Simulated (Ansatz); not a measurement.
# GaGe (quartet): trial inputs and their diagnosis at distance Ge1–Ga2 = 2.472 Å

4 inputs are run for GaGe (quartet) as typed; the log has to tell whether the result can be used and what must change.

The runs use Ansatz 0.2.0, Gaussian basis; the settings change from run to run.

22 further runs of the same task are left out: 3 for a known fault of the program, 13 that didn't finish, 6 set aside as unsound or not needed. Runs told in other sessions of the task aren't counted.

**1. The geometry**

The geometry derives from a PBE0/def2-TZVP stationary point (not a proven minimum). One bond is set to the value named and the two fragments are kept rigid. No spin-orbit coupling is included. The filled d shell of Ge, Ga may be among the frozen orbitals whatever the setting's name suggests.

2 atoms, charge 0, spin multiplicity 4.

Atoms are counted from 1 here; the program's logs count them from 0.

Bond lengths: Ge1–Ga2 2.472 Å.

**2. Attempt 1**

in.yaml

```yaml
crystal:
  periodic: [false, false, false]
  atoms:
    - {symbol: Ge, position_ang: [0.000000, 0.000000, 0.000000]}
    - {symbol: Ga, position_ang: [0.000000, 0.000000, 2.472200]}
basis:
  gaussian: {orbitals: STO-3G}
magnetization: {spin_polarized: false, initial_magnetization: 3}
correlation: {method: sc_nevpt2, electrons: all, active_space: {window: {electrons: 5, orbitals: 4}}}
output: {forces: true}
```

Run with:

```console
ansatz run in.yaml --threads 1 --pin off --events-out ev --progress --plain --max-ram 2393MiB
```

Output:

```text
Functional definition: HF
  name "HF"
  cite "Fock, Z. Phys. 61, 126 (1930) doi:10.1007/BF01340294"
  parent pbe
  exchange = exact_x
  correlation = 0
342 factors; integrals over basis functions are off by at most 2.0e-5 eV
mean field evaluation 1: about -107552.2713 eV, gradient 3.6e0 eV
mean field evaluation 2: about -107552.2758 eV, gradient 3.6e0 eV
mean field evaluation 4: about -107553.2989 eV, gradient 5.5e0 eV
mean field evaluation 8: about -107553.2987 eV, gradient 5.5e0 eV
mean field evaluation 16: about -107557.7205 eV, gradient 4.1e-1 eV
mean field evaluation 32: about -107557.7603 eV, gradient 3.3e-3 eV
mean field evaluation 64: about -107556.7785 eV, gradient 7.9e-2 eV
mean field evaluation 96: about -107556.7806 eV, gradient 4.3e-2 eV
mean field evaluation 128: about -107557.7574 eV, gradient 1.2e-1 eV
mean field evaluation 160: about -107556.7789 eV, gradient 8.0e-3 eV
mean field evaluation 192: about -107556.0711 eV, gradient 2.3e0 eV
mean field evaluation 224: about -107557.7553 eV, gradient 1.3e-1 eV
mean field evaluation 256: about -107552.4959 eV, gradient 2.3e-1 eV
mean field evaluation 288: about -107556.7780 eV, gradient 1.8e-6 eV
mean field -107557.76031031 eV, -3952.6747861353 hartree, gradient 1.4e-6 eV, S^2 3.750000; 22 other end points of the search recorded, 0 dependent functions left out
reference -107557.76031031 eV, -3952.6747861353 hartree; 33, 30 occupied and 3, 6 virtual orbitals, 342 factors
state -107557.76031031 eV, -3952.6747861353 hartree
state -107557.76031031 eV, -3952.6747861353 hartree; corrected -107558.81564545 eV, -3952.7135689866 hartree
WARN: 1 active orbitals are nearly empty or full. The corrections depend on them more than the energy does, and are more stable in an active space without them
the calculation of the forces begins
Error: an active orbital is full or empty, and SC-NEVPT2 has no forces then: leave it out of the active space
```

Run time: 17 s. Hardware: 1 thread of Arm Neoverse V2, shared host.

**Diagnosis.** The run stopped with an error. It says: «an active orbital is full or empty, and SC-NEVPT2 has no forces then: leave it out of the active space». Cure: drop the forces, or choose an active space whose orbitals are all partly filled.

**3. Attempt 2**

in.yaml

```yaml
crystal:
  periodic: [false, false, false]
  atoms:
    - {symbol: Ge, position_ang: [0.000000, 0.000000, 0.000000]}
    - {symbol: Ga, position_ang: [0.000000, 0.000000, 2.472200]}
basis:
  gaussian: {orbitals: cc-pVDZ}
magnetization: {spin_polarized: false, initial_magnetization: 3}
correlation: {method: sc_nevpt2, electrons: valence, active_space: {window: {electrons: 5, orbitals: 4}}}
output: {forces: true}
```

Same command.

Output:

```text
Functional definition: HF
  name "HF"
  cite "Fock, Z. Phys. 61, 126 (1930) doi:10.1007/BF01340294"
  parent pbe
  exchange = exact_x
  correlation = 0
653 factors; integrals over basis functions are off by at most 6.3e-4 eV
mean field evaluation 1: about -108805.3583 eV, gradient 4.0e0 eV
mean field evaluation 2: about -108805.3600 eV, gradient 4.0e0 eV
mean field evaluation 4: about -108805.6200 eV, gradient 1.1e0 eV
mean field evaluation 8: about -108805.6428 eV, gradient 1.7e-2 eV
mean field -108805.64285172 eV, -3998.5336236871 hartree, gradient 1.6e-6 eV, S^2 3.750000; 0 other end points of the search recorded, 0 dependent functions left out
reference -108805.64285172 eV, -3998.5336236871 hartree; 33, 30 occupied and 21, 24 virtual orbitals, 653 factors
state -108805.64285172 eV, -3998.5336236871 hartree
state -108805.64285172 eV, -3998.5336236871 hartree; corrected -108809.11602018 eV, -3998.6612602740 hartree
WARN: 1 active orbitals are nearly empty or full. The corrections depend on them more than the energy does, and are more stable in an active space without them
the calculation of the forces begins
Error: an active orbital is full or empty, and SC-NEVPT2 has no forces then: leave it out of the active space
```

Run time: 3.4 s. Hardware: 1 thread of Arm Neoverse V2, shared host.

Diagnosis: The run stopped with an error. It says: «an active orbital is full or empty, and SC-NEVPT2 has no forces then: leave it out of the active space». Cure: drop the forces, or choose an active space whose orbitals are all partly filled.

**4. Attempt 3**

in.yaml

```yaml
crystal:
  periodic: [false, false, false]
  atoms:
    - {symbol: Ge, position_ang: [0.000000, 0.000000, 0.000000]}
    - {symbol: Ga, position_ang: [0.000000, 0.000000, 2.472200]}
basis:
  gaussian: {orbitals: STO-3G}
magnetization: {spin_polarized: false, initial_magnetization: 3}
correlation: {method: sc_nevpt2, electrons: valence, active_space: {window: {electrons: 5, orbitals: 5}, places: [1, 2]}}
scf: {lower_state_search: light}
```

Launched as before.

Output:

```text
Error: invalid value for `correlation.active_space`: name one of window, places and ras
```

It took 0.03 s on 1 thread of Arm Neoverse V2, shared host.

Diagnosis: The run was refused. The active space is defined twice. Fix: keep one definition.

**5. Attempt 4**

in.yaml

```yaml
crystal:
  periodic: [false, false, false]
  atoms:
    - {symbol: Ge, position_ang: [0.000000, 0.000000, 0.000000]}
    - {symbol: Ga, position_ang: [0.000000, 0.000000, 2.472200]}
basis:
  gaussian: {orbitals: cc-pVDZ}
correlation: {active_space: {window: {electrons: 5, orbitals: 5}}}
accuracy: high
magnetization: {spin_polarized: true, initial_magnetization: 3}
```

Same command.

Output:

```text
Error: invalid value for `correlation.active_space`: it starts from restricted Hartree–Fock orbitals; set hamiltonian.xc: hf without magnetization.spin_polarized
```

It took 0.03 s on 1 thread of Arm Neoverse V2, shared host.

**Diagnosis.** The run was refused. An active space is asked on unrestricted orbitals. Fix: drop spin_polarized: true.

**6. How the runs ended**

| attempt | level | ended | cause | time |
| --- | --- | --- | --- | --- |
| 1 | NEVPT2(5,4)/STO-3G | stopped by an error | an active orbital is full or empty, and SC-NEVPT2 has no forces then: leave it out of the active space | 17 s |
| 2 | NEVPT2(5,4)/cc-pVDZ | stopped by an error | an active orbital is full or empty, and SC-NEVPT2 has no forces then: leave it out of the active space | 3.4 s |
| 3 | NEVPT2(5,5)/STO-3G | refused | the active space is defined twice | 0.03 s |
| 4 | CASSCF(5,5)/cc-pVDZ | refused | an active space is asked on unrestricted orbitals | 0.03 s |

2 stopped by an error, 2 refused.
